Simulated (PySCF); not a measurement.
# H2OPr (Pr(H2O)3+): the cost of one run

Computed with PySCF 2.14.0. Level: B3LYP, Pr lcecp-1-SVP with ECP48, O def2-SVP, H def2-SVP; scalar-relativistic core potentials, no spin–orbit coupling.

2 further runs of the same task are left out: 2 for a known fault of the program.

## Step 1: The starting structure

4 atoms, charge 3, spin multiplicity 1.

Bond lengths: Pr1–O2 2.296 Å, O2–H3 1.003 Å, O2–H4 1.003 Å. Angles: Pr1–O2–H3 128.9°, Pr1–O2–H4 128.9°, H3–O2–H4 102.2°.

Coordinates:

```xyz
4
charge 3, multiplicity 1
Pr    0.0000    0.0000   -0.1355
O     0.0000    0.0000    2.1608
H     0.7803    0.0000    2.7903
H    -0.7803    0.0000    2.7903
```

Formal oxidation states: Pr +3. Each metal's 2 4f electrons lie in its core potential, so multiplicities, spins and levels count the valence alone. An earlier session relaxed this geometry at B3LYP, Pr lcecp-1-SVP with ECP48, O def2-SVP, H def2-SVP (singlet, point group C2v).

Its energy there is -107.953265 Eh.

## Step 2: Atoms moved at random, σ = 0.03 Å

File run.py (the lines that set the calculation):

```python
mol = gto.M(atom='''
Pr    -0.01363     0.00502    -0.14473
O      0.02662     0.01151     2.18234
H      0.78766    -0.01696     2.78679
H     -0.80065     0.00043     2.78147''',
    basis={'Pr': 'lcecp-1-SVP', 'O': 'def2-SVP', 'H': 'def2-SVP'},
    ecp={'Pr': 'lcecp-1-SVP'},
    charge=3, spin=0)
mf = dft.RKS(mol, xc='B3LYP')
mf.grids.atom_grid = (50, 194)  # f atoms: unpruned, at least (60, 302)
mf = mf.density_fit()  # fitting sets: Pr AutoAux, O def2-universal-JKFIT, H def2-universal-JKFIT
mf.conv_tol = 1e-08; mf.max_cycle = 55
mf.kernel(dm0)  # dm0: the density of the relaxed state
```

On the command line:

```
OMP_NUM_THREADS=2 python run.py
```

**Question.** How long does this run take on 2 threads of Intel Xeon Platinum 8259CL at 2.50GHz (Skylake/Cascade Lake), shared host?

About 1.9 s.
